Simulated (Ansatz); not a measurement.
# LaCuS2: the cost of one run

Method: DFT, plane waves, PAW, no spin polarisation, in Ansatz 0.2.0.

## (1) The system as given

The cell holds 4 atoms (CuLaS2): a = 6.182 Å, b = 6.182 Å, c = 6.182 Å, α = 39.05°, β = 39.05°, γ = 39.05°.

As a file:

```xyz
4
Lattice="2.0660 1.1928 5.7031 -2.0660 1.1928 5.7031 0.0000 -2.3856 5.7031" Properties=species:S:1:pos:R:3 pbc="T T T"
Cu    2.0660    1.1928    5.7031
La    0.0000    0.0000    8.5546
S     0.0000    0.0000    4.4426
S     0.0000    0.0000   12.6666
```

## (2) Run 1: r2SCAN

input.yaml

```yaml
crystal:
  lattice:
    - [2.0659896073, 1.1927996559, 5.7030646401]
    - [-2.0659896073, 1.1927996559, 5.7030646401]
    - [0.0, -2.3855993118, 5.7030646401]
  atoms:
    - { symbol: Cu, position: [1.0, 0.0, 0.0] }
    - { symbol: La, position: [0.5, 0.5, 0.5] }
    - { symbol: S, position: [0.2596595099, 0.2596595099, 0.2596595099] }
    - { symbol: S, position: [0.7403404901, 0.7403404901, 0.7403404901] }
kpoints:
  mp_grid: { grid: [4, 4, 4] }
hamiltonian:
  xc: r2scan
scf:
  occupations: { method: fermi_dirac, width: 0.19 }
md:
  ensemble: nvt_langevin
  temperature: 2200
  timestep: 3.0
  n_steps: 20
  initial_velocities: maxwell_boltzmann
  seed: 7837
```

Launch:

```
$ ansatz run input.yaml --threads 4 --pin off --max-ram 3686MiB --backend cpu --events-out ev --progress --plain --runs-dir out
```

What time and memory should one allow on 4 threads of Arm Neoverse V1, shared host?

About 2.3 min, with a peak of 0.64 GiB.
